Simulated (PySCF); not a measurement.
# C2H6B2ClN: the cost of one run

The runs use PySCF 2.14.0, with density-fitted response routines of our own; the level of theory stands in each step. All values are computed, except where a source is named. Atoms are numbered from 0 throughout.

### Step 1. The starting structure

12 atoms, charge 0, multiplicity 1; geometry from: GFN2-xTB. The atoms were then displaced at random by about 0.01 Å, so the start is not that level's minimum.

Bonds of the start (Å): C0–C1 1.34, C1–Cl2 1.78, C1–B3 1.51, B3–B4 1.67, B4–N5 1.40, C0–H6 1.09, C0–H7 1.05, B3–H8 1.18, B4–H9 1.19, N5–H10 1.00, N5–H11 1.01.

### Step 2. Geometry optimisation at PBE0-D3(BJ)/def2-SVP

The job: settings as JSON, then the geometry in Å.

```
{"job": {"xc": "PBE0", "basis": "def2-SVP", "d3": "d3bj", "grid": 1, "shake": 0.01, "kind": "geom"}, "charge": 0, "multiplicity": 1}
C      2.103580    -0.076810    -1.081500
C      0.773500    -0.006120    -0.911290
Cl    -0.159070     1.399910    -1.479390
B     -0.398780    -0.743870    -0.312680
B     -0.877110    -0.521700     1.266720
N     -1.503760     0.642560     1.715130
H      2.662460     0.722850    -1.569210
H      2.643150    -0.906260    -0.741640
H     -1.031880    -1.418620    -1.040870
H     -0.667820    -1.336730     2.111570
H     -1.730710     1.409650     1.121800
H     -1.773860     0.806880     2.677050
```

The run is started by

```sh
> OMP_NUM_THREADS=1 python probes_run.py task.json out
```

One launch serves the whole session: the jobs run in the order shown.

Q: Estimate the wall time and peak memory of this first job on 1 thread of Arm Neoverse V1, shared host.

About 44 s, with a peak of 0.49 GiB.
